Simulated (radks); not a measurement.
**Zn in [Ar] 3d10 4s1 5s1: an all-electron calculation**

The task here is to estimate one member of a computed series from the others.

Method: scalar-relativistic Kohn-Sham, BLYP, spin-polarised, spherical densities, finite nucleus; open shells are filled with parallel spins first. Code: radks (a radial shooting solver on a logarithmic mesh, Libxc functionals) version 1.

### Starting point

| Item | Value |
| --- | --- |
| element | zinc (Z = 30) |
| charge | 0 |
| electrons | 30 |
| configuration | [Ar] 3d10 4s1 5s1 |
| nuclear rms radius | 3.9283 fm |

The outer shells:

Zn
```
[Ar] core
3d [↑↓][↑↓][↑↓][↑↓][↑↓]
4s [↑ ]
5s [↑ ]
```

Set-up of the first run:

The run's settings:

```text
Z 30
configuration [Ar] 3d10 4s1 5s1
relativity scalar-relativistic
functional b88,lyp
spin polarised
nucleus finite rms 3.9283 fm
c 137.035999084
```

One of the session's tables, all rows but one given; the rest of the session is left out.

It belongs to the step «Radial structure». Sizes of the orbitals, from the radial functions (bohr):

| level | <r> | outermost maximum (interpolated) | 90 % within | nodes |
| --- | --- | --- | --- | --- |
| 1s up | 0.05031 | 0.0329 | 0.0899 | 0 |
| 1s down | 0.05031 | 0.0329 | 0.0899 | 0 |
| 2s up | 0.2262 | 0.189 | 0.350 | 1 |
| 2s down | 0.2262 | 0.189 | 0.350 | 1 |
| 2p up | 0.1982 | 0.152 | 0.324 | 0 |
| 2p down | 0.1982 | 0.152 | 0.324 | 0 |
| 3s up | 0.6815 | 0.588 | 1.02 | 2 |
| 3s down | 0.6812 | 0.588 | 1.02 | 2 |
| 3p up | 0.7139 | 0.592 | 1.10 | 1 |
| 3p down | 0.7132 | 0.592 | 1.10 | 1 |
| 3d up | ? | ? | ? | ? |
| 3d down | 0.8946 | 0.565 | 1.57 | 0 |
| 4s up | 2.407 | 1.99 | 3.63 | 3 |
| 4s down | 2.445 | 1.99 | 3.72 | 3 |
| 5s up | 7.580 | 6.73 | 10.9 | 4 |

**Question.** Estimate the row for 3d up.

**Answer.** <r>: 0.9052; outermost maximum (interpolated): 0.566; 90 % within: 1.60; nodes: 0. In the column «<r>» it lies between 3d down (0.8946) and 4s up (2.407).
